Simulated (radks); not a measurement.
**Ionisation energy and size from Zr to Cd**

An exercise on one series of results from a longer session: the logs are not shown, and one member is left open.

The numbers are computed with radks (a radial shooting solver on a logarithmic mesh, Libxc functionals) version 1 (Dirac Kohn-Sham, PBEsol, spin-unpolarised, spherical densities, finite nucleus; open shells fill j = l - 1/2 first), except any that are marked as measured or tabulated.

## What is computed

| Item | Value |
| --- | --- |
| species | Zr, Nb, Mo, Tc, Ru, Rh, Pd, Ag, Cd |
| runs | 18, each species and its next ion |

The first run:

Settings of this run:

```text
Z 40
configuration [Kr] 4d2 5s2
relativity Dirac
functional pbe_sol,pbe_sol
spin unpolarised
j_filling energy
nucleus finite rms 4.2694 fm
c 137.035999084
```

Among the steps run: Zr, [Kr] 4d2 5s2; Zr⁺, [Kr] 4d2 5s1; Nb, [Kr] 4d4 5s1; Nb⁺, [Kr] 4d4; Mo, [Kr] 4d5 5s1; Mo⁺, [Kr] 4d5; Tc, [Kr] 4d5 5s2; Tc⁺, [Kr] 4d5 5s1; Ru, [Kr] 4d7 5s1; Ru⁺, [Kr] 4d7; Rh, [Kr] 4d8 5s1; Rh⁺, [Kr] 4d8; Pd, [Kr] 4d10; Pd⁺, [Kr] 4d9; Ag, [Kr] 4d10 5s1; Ag⁺, [Kr] 4d10; Cd, [Kr] 4d10 5s2; Cd⁺, [Kr] 4d10 5s1.

One of the session's tables, all rows but one given; the rest of the session is left out.

```
species  Δ-SCF (eV)  −ε(HOMO) (eV)  its <r> (bohr)
     Zr           ?              ?               ?
     Nb       6.623          3.076            3.71
     Mo       6.882          3.625            3.57
     Tc       8.177          5.065            3.29
     Ru       7.288          4.258            3.36
     Rh       7.455          4.320            3.28
     Pd       8.933          3.884            1.60
     Ag       7.748          4.422            3.13
     Cd       9.310          5.700            2.88
```

Estimate the missing values for Zr.

The run gave: Δ-SCF (eV): 7.156; −ε(HOMO) (eV): 3.654; its <r> (bohr): 3.71. In the column «Δ-SCF (eV)» it lies between Mo (6.882) and Ru (7.288).

Limits of these values: For Zr, Nb, Mo the highest level isn't the widest one, so −ε(HOMO) and <r> belong to different orbitals, and Δ-SCF follows the ion's typed configuration. Spin polarisation and multiplet splitting are left out, so open shells lie too high by an amount that depends on their filling.
